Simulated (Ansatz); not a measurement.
**Mn2Al3: further runs on the relaxed cell**

An exercise on one series of results from a longer session: the logs are not shown, and one member is left open.

Program: Ansatz 0.2.0. Level of theory: DFT PBEsol, scalar-relativistic, plane waves, PAW. These are calculated values, not measurements.

### The system as given

The structure is cubic, space group P4_132 (No. 213). Conventional cell: a = 6.333 Å, b = 6.333 Å, c = 6.333 Å, α = 90.00°, β = 90.00°, γ = 90.00°. Mn (site symmetry 3) is surrounded by 3 Mn at 2.34 Å and 9 Al at 2.58 to 2.70 Å. Al (site symmetry 2) has 6 Mn at 2.58 to 2.70 Å and 6 Al at 2.66 Å in its first shell of neighbours.

Structure file:

```
Mn Al
1.0
     6.33345    0.00000    0.00000
     0.00000    6.33345    0.00000
     0.00000    0.00000    6.33345
Mn Al
8 12
Cartesian
  1.1315 5.2020 2.0352
  2.0352 1.1315 5.2020
  5.2020 2.0352 1.1315
  4.2982 4.2982 4.2982
  3.6186 2.7149 5.8816
  2.7149 5.8816 3.6186
  5.8816 3.6186 2.7149
  0.4519 0.4519 0.4519
  5.0435 6.0400 2.3750
  4.4566 0.2935 5.5418
  1.2899 2.8733 0.7917
  1.8768 3.4602 3.9584
  6.0400 2.3750 5.0435
  0.2935 5.5418 4.4566
  2.8733 0.7917 1.2899
  3.4602 3.9584 1.8768
  2.3750 5.0435 6.0400
  5.5418 4.4566 0.2935
  0.7917 1.2899 2.8733
  3.9584 1.8768 3.4602
```

It goes back to an entry of the Materials Project, which need not be the stable form.

It is the result of an earlier relaxation at this level (volume 12.70 Å³/atom; gap on the mesh: none (metal)).

The first run:

File input.yaml:

```yaml
crystal:
  lattice:
    - [6.2694735828, 0.0, 0.0]
    - [0.0, 6.2694735828, 0.0]
    - [0.0, 0.0, 6.2694735828]
  atoms:
    - { symbol: Mn, position: [0.1786527144, 0.8213472856, 0.3213472856] }
    - { symbol: Mn, position: [0.3213472856, 0.1786527144, 0.8213472856] }
    - { symbol: Mn, position: [0.8213472856, 0.3213472856, 0.1786527144] }
    - { symbol: Mn, position: [0.6786527144, 0.6786527144, 0.6786527144] }
    - { symbol: Mn, position: [0.5713472856, 0.4286527144, 0.9286527144] }
    - { symbol: Mn, position: [0.4286527144, 0.9286527144, 0.5713472856] }
    - { symbol: Mn, position: [0.9286527144, 0.5713472856, 0.4286527144] }
    - { symbol: Mn, position: [0.0713472856, 0.0713472856, 0.0713472856] }
    - { symbol: Al, position: [0.7963345715, 0.9536654285, 0.375] }
    - { symbol: Al, position: [0.7036654285, 0.0463345715, 0.875] }
    - { symbol: Al, position: [0.2036654285, 0.4536654285, 0.125] }
    - { symbol: Al, position: [0.2963345715, 0.5463345715, 0.625] }
    - { symbol: Al, position: [0.9536654285, 0.375, 0.7963345715] }
    - { symbol: Al, position: [0.0463345715, 0.875, 0.7036654285] }
    - { symbol: Al, position: [0.4536654285, 0.125, 0.2036654285] }
    - { symbol: Al, position: [0.5463345715, 0.625, 0.2963345715] }
    - { symbol: Al, position: [0.375, 0.7963345715, 0.9536654285] }
    - { symbol: Al, position: [0.875, 0.7036654285, 0.0463345715] }
    - { symbol: Al, position: [0.125, 0.2036654285, 0.4536654285] }
    - { symbol: Al, position: [0.625, 0.2963345715, 0.5463345715] }
basis:
  ecutwfc: 420
kpoints:
  mp_grid: { grid: [6, 6, 6] }
hamiltonian:
  xc: pbesol
scf:
  occupations: { method: gaussian, width: 0.1 }
output:
  forces: true
  stress: true
  eigenvalues: true
relax:
  adjacent_minimum: "off"
  f_tol: 0.01
  max_steps: 30
```

Run with:

```sh
$ ansatz run input.yaml --threads 4 --pin off --max-ram 10240MiB --backend cpu --events-out ev --progress --plain --runs-dir out
```

Steps of the session up to this table: Volume × 0.97; Volume × 1.03; Volume × 0.94; The cell scaled to 1.06 of its volume; Point at V/V0 = 0.91; Point at V/V0 = 1.10; The cell scaled to 0.88 of its volume.

One table of the session follows, with a row left open; its other results are not shown here.

It belongs to the step «Energy against volume». 

| volume (Å³/atom) | energy above the lowest point (meV/atom) | pressure (GPa) |
| --- | --- | --- |
| 11.178 | 121.0 | 28.45 |
| 11.559 | ? | ? |
| 11.940 | 27.0 | 11.99 |
| 12.321 | 6.4 | 5.52 |
| 12.703 | 0.0 | -0.01 |
| 13.084 | 5.8 | -4.73 |
| 13.465 | 22.0 | -8.76 |
| 13.973 | 57.2 | -13.22 |

Estimate the missing values for volume (Å³/atom) = 11.559.

Worked estimate for «energy above the lowest point (meV/atom)». A straight line through the neighbours (11.178, 121.0) and (11.940, 27.0) gives 121.0 + (27.0 − 121.0) × (11.559 − 11.178) / (11.940 − 11.178) = 74.0; a parabola fitted to 3 rows on both sides gives 65.2.

**Answer.** energy above the lowest point (meV/atom): 64.2; pressure (GPa): 19.57. In «energy above the lowest point (meV/atom)» the line misses by +9.8 and the parabola by +1.0.

Limits of these values: Spin polarisation is off in the runs that give these values; a magnetic solution could lie lower. Warnings in the runs' records: stress scf threshold loose.
